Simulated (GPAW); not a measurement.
Runs of GPAW 26.7.0 on Zr3S2. It takes space group R32 (No. 155, trigonal). The conventional cell has a = 5.805 Å, b = 5.805 Å, c = 10.463 Å, α = 90.00°, β = 90.00°, γ = 120.00°. Around Zr (site symmetry 2) lie 4 S at 2.61 to 2.62 Å. S (site symmetry 3) is surrounded by 6 Zr at 2.61 to 2.62 Å. The cell comes from a database or a generator and needn't be the stable form of this composition.

```csv
level,gap on the mesh (eV),pressure (GPa),relaxed volume (Å³/atom),largest force (eV/Å)
PBEsol+D3(BJ),none,0.0,(a),0.02
PBEsol+D3,none,0.0,19.07,0.01
PBEsol,none,0.0,19.43,0.01
PBEsol+D3(BJ)+ATM,none,0.0,18.89,0.02
PBEsol+D4,none,0.0,(b),0.01
```

Alike in all rows: task relaxation of cell and atoms; potentials or basis PAW data sets generated in the run's folder for this functional, pw; no spin polarisation; cell relaxed; k mesh 4 × 4 × 4; cutoff (eV) 600; smearing fermi-dirac 0.05 eV.

Problem. Estimate the missing entries.

Solution. (a) 18.81; (b) 19.22.

Caveats: later steps reuse the first step's grids; pairwise dispersion overbinds metals, which lowers pressure and volume (some runs).

A k mesh can miss the band edges, and the runs leave out spin-orbit coupling on Zr.

A gap of «none» marks a metal or a gap under the smearing width.
